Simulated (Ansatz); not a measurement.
# CH4F2OSeTi: up Jacob's ladder to CCSD(T)

An exercise on one series of results from a longer session: the logs are not shown, and one member is left open.

The runs use Ansatz 0.2.0, Gaussian basis; functionals in def2-TZVPP, the program's frozen cores in correlated methods.

Levels to be run: PBE-D4, r2SCAN-D4, PBE0-D4, B3LYP-D4, ωB97X-V, ωB97M-V, B2PLYP; CCSD(T)/def2-TZVPP; MP2/def2-QZVPP; extrapolation to the limit.

## Structure used throughout

An earlier PBE0-D4 in a triple-zeta def2 set relaxation fixed the geometry.

10 atoms, charge 0, spin multiplicity 1.

Atoms are counted from 1 here; the program's logs count them from 0.

Bond lengths: C1–O2 1.395 Å, C1–H7 1.093 Å, C1–H8 1.093 Å, C1–H9 1.093 Å, O2–Ti3 1.731 Å, Ti3–F4 1.758 Å, Ti3–F5 1.758 Å, Ti3–Se6 2.427 Å, Se6–H10 1.473 Å. Angles: O2–C1–H7 109.8°, O2–C1–H8 109.3°, O2–C1–H9 109.8°, H7–C1–H8 109.2°, H7–C1–H9 109.5°, H8–C1–H9 109.2°, C1–O2–Ti3 173.9°, O2–Ti3–F4 112.0°, O2–Ti3–F5 112.0°, O2–Ti3–Se6 103.0°, F4–Ti3–F5 108.6°, F4–Ti3–Se6 110.6°, F5–Ti3–Se6 110.6°, Ti3–Se6–H10 90.1°.

Geometry (Å):

```mol
CH4F2OSeTi
  3D, bonds by distance, orders not assigned

 10  9  0  0  0  0  0  0  0  0999 V2000
    0.2409   -1.5454   -1.2553 C   0  0
    0.1603   -0.5013   -0.3333 O   0  0
    0.2004    0.7137    0.8993 Ti  0  0
    1.6986    1.6336    0.8683 F   0  0
   -0.0054    0.0288    2.5056 F   0  0
   -1.6846    2.1324    0.3294 Se  0  0
    1.2054   -1.5138   -1.7677 H   0  0
   -0.5601   -1.4392   -1.9909 H   0  0
    0.1317   -2.5034   -0.7413 H   0  0
   -1.3871    2.9947    1.4860 H   0  0
  1  2  8  0
  2  3  8  0
  3  4  8  0
  3  5  8  0
  3  6  8  0
  1  7  8  0
  1  8  8  0
  1  9  8  0
  6 10  8  0
M  END
```

The first run:

Contents of in.yaml:

```yaml
crystal:
  periodic: [false, false, false]
  atoms:
    - {symbol: C, position_ang: [0.240893, -1.545433, -1.255323]}
    - {symbol: O, position_ang: [0.160273, -0.501306, -0.333324]}
    - {symbol: Ti, position_ang: [0.200398, 0.713668, 0.899320]}
    - {symbol: F, position_ang: [1.698554, 1.633617, 0.868298]}
    - {symbol: F, position_ang: [-0.005424, 0.028789, 2.505592]}
    - {symbol: Se, position_ang: [-1.684635, 2.132388, 0.329396]}
    - {symbol: H, position_ang: [1.205436, -1.513830, -1.767696]}
    - {symbol: H, position_ang: [-0.560089, -1.439182, -1.990940]}
    - {symbol: H, position_ang: [0.131714, -2.503430, -0.741319]}
    - {symbol: H, position_ang: [-1.387122, 2.994719, 1.485997]}
basis:
  gaussian: {orbitals: def2-TZVPP}
hamiltonian: {xc: pbe, dispersion: d4}
output: {forces: true, orbitals: {seedname: orbitals}}
```

Launch:

```
ansatz run in.yaml --threads 2 --pin off --events-out ev --progress --plain --max-ram 22528MiB --backend cuda --devices 0, --max-vram 18GiB
```

Among the steps run: PBE-D4 (GGA); r2SCAN-D4 (meta-GGA); PBE0-D4 (hybrid); B3LYP-D4 (hybrid); ωB97X-V (range-separated); ωB97M-V (range-separated); B2PLYP (double hybrid).

One table of the session follows, with a row left open; its other results are not shown here.

It belongs to the step «Frontier levels by functional». 

| functional | HOMO (eV) | LUMO (eV) | gap (eV) |
| --- | --- | --- | --- |
| PBE-D4 | -6.14 | -3.17 | 2.97 |
| r2SCAN-D4 | -6.43 | -3.14 | 3.30 |
| PBE0-D4 | -7.30 | -2.27 | 5.03 |
| B3LYP-D4 | -7.07 | -2.53 | 4.54 |
| ωB97X-V | ? | ? | ? |
| ωB97M-V | -9.41 | -0.07 | 9.34 |

Q: Estimate the row for ωB97X-V from the others.

**Answer.** HOMO (eV): -9.52; LUMO (eV): -0.05; gap (eV): 9.47. In the column «HOMO (eV)» it is the lowest.
